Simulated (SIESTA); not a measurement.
Crystal: GaGe.

```
Ge Ga
1.0
     0.00000    2.89784    2.89784
     2.89784    0.00000    2.89784
     2.89784    2.89784    0.00000
Ge Ga
1 1
Direct
  0.00000 0.00000 0.00000
  0.25000 0.25000 0.25000
```

The cell comes from a database or a generator and needn't be the stable form of this composition.

Base run:

| Quantity | Value |
| --- | --- |
| Program | SIESTA 5.4.2 |
| Functional | optB88-vdW |
| Potentials or basis | PseudoDojo 0.4 standard (PBE files) |
| Basis | DZP (energy shift 0.003 Ry; two zetas on semicore shells) |
| Grid cutoff | 800 Ry |
| Energy shift | 0.003 Ry |
| k mesh | 8 × 8 × 8 |
| Occupations | fermi-dirac, width 0.05 eV |
| Spin | no spin polarisation |

Its results: band gap on the k mesh none (metal or under the smearing width); pressure 1.0 GPa.

Task: After a change of settings the same cell gave: band gap on the k mesh none (metal or under the smearing width); pressure 4.0 GPa. Which change was it?
A. functional from optB88-vdW to PBE; basis from DZP (energy shift 0.003 Ry; two zetas on semicore shells) to TZP (energy shift 0.003 Ry; two zetas on semicore shells)
B. functional from optB88-vdW to vdW-DF
C. functional from optB88-vdW to PBE; basis from DZP (energy shift 0.003 Ry; two zetas on semicore shells) to DZDP (energy shift 0.003 Ry; two zetas on semicore shells)
D. functional from optB88-vdW to PBE; basis from DZP (energy shift 0.003 Ry; two zetas on semicore shells) to DZ (energy shift 0.003 Ry; two zetas on semicore shells)

Result: B.

Caveats: the potentials were made for another functional, which shifts forces and pressure; the basis of atomic orbitals isn't converged, which shifts pressures, moduli and gaps.
